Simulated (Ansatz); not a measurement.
# (BeO)6 prism (Be₆O₆): geometry, orbitals and charge

Aim: characterise (BeO)6 prism (Be₆O₆) as a singlet: its structure, frontier levels and distribution of charge.

The runs use Ansatz 0.2.0, Gaussian basis; RKS PBE0-D4/def2-TZVP.

Plan: relaxation at PBE-D4/def2-SVP; a single point at PBE0-D4/def2-TZVP.

2 further runs of the same task are left out: 2 set aside as unsound or not needed.

## (1) Where the work starts

12 atoms, charge 0, spin multiplicity 1.

Atoms are counted from 1 here; the program's logs count them from 0.

Bond lengths: Be1–O2 1.511 Å, Be1–O6 1.509 Å, Be1–O8 1.730 Å, O2–Be3 1.511 Å, O2–Be9 1.723 Å, Be3–O4 1.508 Å, Be3–O10 1.732 Å, O4–Be5 1.508 Å, O4–Be11 1.739 Å, Be5–O6 1.510 Å, Be5–O12 1.732 Å, O6–Be7 1.732 Å, Be7–O8 1.509 Å, Be7–O12 1.510 Å, O8–Be9 1.512 Å, Be9–O10 1.511 Å, O10–Be11 1.508 Å, Be11–O12 1.509 Å. Angles: O2–Be1–O6 129.3°, O2–Be1–O8 99.5°, O6–Be1–O8 99.7°, Be1–O2–Be3 107.4°, Be1–O2–Be9 79.5°, Be3–O2–Be9 79.6°, O2–Be3–O4 129.3°, O2–Be3–O10 99.4°, O4–Be3–O10 99.8°, Be3–O4–Be5 107.4°, Be3–O4–Be11 79.3°, Be5–O4–Be11 79.3°, O4–Be5–O6 129.2°, O4–Be5–O12 99.8°, O6–Be5–O12 99.6°, Be1–O6–Be5 107.4°, Be1–O6–Be7 79.4°, Be5–O6–Be7 79.4° and more.

Geometry (Å):

```mol
Be6O6
  3D, bonds by distance, orders not assigned

 12 18  0  0  0  0  0  0  0  0999 V2000
   -1.0376   -1.1745   -0.3219 Be  0  0
   -0.4894   -1.4217    1.0646 O   0  0
    0.8442   -0.7173    1.1542 Be  0  0
    1.8092   -0.3552    0.0535 O   0  0
    1.0120   -0.2178   -1.2196 Be  0  0
   -0.2979   -0.8650   -1.6003 O   0  0
   -0.8429    0.7179   -1.1556 Be  0  0
   -1.8088    0.3514   -0.0555 O   0  0
   -1.0106    0.2136    1.2207 Be  0  0
    0.2987    0.8651    1.6002 O   0  0
    1.0352    1.1783    0.3218 Be  0  0
    0.4879    1.4251   -1.0621 O   0  0
  1  2  8  0
  1  6  8  0
  1  8  8  0
  2  3  8  0
  2  9  8  0
  3  4  8  0
  3 10  8  0
  4  5  8  0
  4 11  8  0
  5  6  8  0
  5 12  8  0
  6  7  8  0
  7  8  8  0
  7 12  8  0
  8  9  8  0
  9 10  8  0
 10 11  8  0
 11 12  8  0
M  END
```

The start is a GFN2-xTB geometry.

## (2) Optimising with PBE-D4/def2-SVP

in.yaml reads:

```yaml
crystal:
  periodic: [false, false, false]
  atoms:
    - {symbol: Be, position_ang: [-1.037580, -1.174490, -0.321940]}
    - {symbol: O, position_ang: [-0.489410, -1.421650, 1.064550]}
    - {symbol: Be, position_ang: [0.844240, -0.717250, 1.154240]}
    - {symbol: O, position_ang: [1.809160, -0.355190, 0.053500]}
    - {symbol: Be, position_ang: [1.011980, -0.217770, -1.219560]}
    - {symbol: O, position_ang: [-0.297930, -0.865050, -1.600260]}
    - {symbol: Be, position_ang: [-0.842860, 0.717870, -1.155610]}
    - {symbol: O, position_ang: [-1.808790, 0.351390, -0.055490]}
    - {symbol: Be, position_ang: [-1.010600, 0.213640, 1.220720]}
    - {symbol: O, position_ang: [0.298700, 0.865070, 1.600200]}
    - {symbol: Be, position_ang: [1.035170, 1.178300, 0.321780]}
    - {symbol: O, position_ang: [0.487910, 1.425130, -1.062140]}
basis:
  gaussian: {orbitals: def2-SVP}
hamiltonian: {xc: pbe, dispersion: d4}
scf: {lower_state_search: "off"}
output: {orbitals: {seedname: orbitals}}
relax: {f_tol: 0.02, max_steps: 100}
```

The run is started by

```console
> ansatz run in.yaml --threads 4 --pin off --events-out ev --progress --plain --max-ram 4787MiB
```

The runs that follow: Single point, PBE0-D4/def2-TZVP.

Q: Predict the results of all the runs planned. Wanted: point group; commonest bond; HOMO, LUMO at PBE0-D4/def2-TZVP; dipole at PBE-D4/def2-SVP.

**Answer**, as computed:

| quantity | value |
| --- | --- |
| point group | D3d |
| commonest bond | Be–O, 18 of mean length 1.617 Å |
| HOMO, LUMO at PBE0-D4/def2-TZVP | -8.41, -1.24 eV |
| dipole at PBE-D4/def2-SVP | 0.00 D |

The molecule keeps its bonding pattern by the stored test; the atoms moved 0.07 Å (rms). No usable vibrations, so a minimum isn't proven. The HOMO lies nearest to O6, O10 about 27 % each; 4 O atoms about 9 % each and the LUMO to 6 Be atoms about 11 % each.
